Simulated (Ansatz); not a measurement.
The system is NaLaMnMoO6.

```
Na La Mn Mo O
1.0
     3.79453   -3.84926   -0.00008
     3.79453    3.84926   -0.00008
    -0.04604    0.00000    8.22029
Na La Mn Mo O
2 2 2 2 12
Cartesian
  3.7600 -0.0493 6.1651
  3.7830 0.0493 2.0550
  3.7600 3.7539 6.1651
  3.7830 -3.7539 2.0550
  1.8742 1.9246 4.1101
  1.8973 -1.9246 0.0000
  1.8742 -1.9246 4.1101
  1.8973 1.9246 0.0000
  2.2242 -1.8899 6.0211
  5.3188 1.8899 2.1991
  3.7643 1.6891 4.5073
  3.7787 -1.6891 3.7129
  6.0251 -0.0155 4.1046
  1.5179 0.0155 4.1155
  2.2472 1.8899 1.9109
  5.2958 -1.8899 6.3092
  6.0021 0.0155 8.2147
  1.5409 -0.0155 0.0054
  3.7557 1.6891 7.8230
  3.7873 -1.6891 0.3971
```

The cell was built by a generator and needn't be a form met in nature.

Base run:

```yaml
Program: Ansatz 0.2.0
Functional: r2SCAN
Potentials_or_basis: Ansatz PAW
Cutoff: "500 eV (not typed: the program's choice for these potentials)"
k_mesh: 5 × 5 × 4
Occupations: fermi-dirac, width 0.05 eV
Spin: collinear spin, ferromagnetic start
Starting_moments: "[0.0, 0.0, 0.0, 0.0, 4.0, 4.0, 1.0, 1.0, 0.0, 0.0, 0.0, 0.0, 0.0, 0.0, 0.0, 0.0, 0.0, 0.0, 0.0, 0.0] μB"
```

Its results: band gap on the k mesh none (metal or under the smearing width); pressure -2.5 GPa; net moment 7.33 μB per cell; site moments Na -0.00; La -0.01; Mn +3.35; Mo -0.21; O +0.06, +0.01 μB; largest force 0.365 eV/Å.

**Question.** The run is repeated on the same cell with these changes: functional from r2SCAN to PBE; cutoff from 500 eV (not typed: the program's choice for these potentials) to 420 eV (not typed: the program's choice for these potentials). What comes out?

**Answer.** Band gap on the k mesh none (metal or under the smearing width); pressure 0.0 GPa; net moment 6.82 μB per cell; site moments Na -0.00; La -0.01; Mn +3.04; Mo -0.18; O +0.06, +0.02 μB; largest force 0.028 eV/Å.

Caveats: semilocal functionals often make such compounds metallic where correlation or magnetic order opens a gap, which also shifts bond lengths; only a ferromagnetic start was run, and an antiferromagnetic order may lie lower in energy; the starting moments weren't kept; the magnetic or orbital state may not be the lowest (some runs); spin-orbit coupling is left out, which moves the levels of the heavy elements (some runs); the PAW data sets come from PBE, with cores solved anew for the run's functional, which leaves a small shift of forces and pressure (some runs).
